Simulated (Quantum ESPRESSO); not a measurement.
## AgRh under changes of volume

One of the cells (16.064 Å³/atom); the others are scaled copies at fixed shape and fractional positions:

```xyz
2
Lattice="2.7776 0.0000 0.0000 -1.3888 2.4055 0.0000 0.0000 0.0000 4.8086" Properties=species:S:1:pos:R:3 pbc="T T T"
Ag    0.0000    0.0000    2.4043
Rh    1.3888    0.8018    0.0000
```

The cell comes from a database or a generator and needn't be the stable form of this composition.

| Item | Value |
| --- | --- |
| Program | Quantum ESPRESSO 7.5 |
| Functional | PBE |
| Potentials or basis | SSSP 1.3 efficiency PBE |
| Cutoff | 816 eV |
| Density cutoff | 3265 eV |
| k mesh | 11 × 11 × 6 |
| Occupations | fermi-dirac, width 0.05 eV |
| Spin | no spin polarisation |

```tsv
volume (Å³/atom)	energy over the lowest point (meV/atom)	pressure (GPa)
15.100	16.93	7.9
15.421	?	?
15.743	0.00	0.4
16.064	2.00	-2.7
16.385	9.82	-5.4
16.707	22.76	-7.8
17.028	40.16	-9.9
```

Q: What does the run at 15.421 Å³/atom give?

A: Energy over the lowest point 4.67 meV/atom; pressure 3.9 GPa.

Worked out: A Birch-Murnaghan fit of order 3 (a polynomial in V^(-2/3)) to the other rows has its minimum at 15.80 Å³/atom with B0 = V·E''(V) = 159 GPa and B' = 5.5 at fixed shape and positions, which overstates the stiffness. It gives 4.68 meV/atom at 15.421 Å³/atom, against the run's 4.67, and -dE/dV = 4.1 GPa, against 3.9.

Energies are extrapolated to zero smearing.
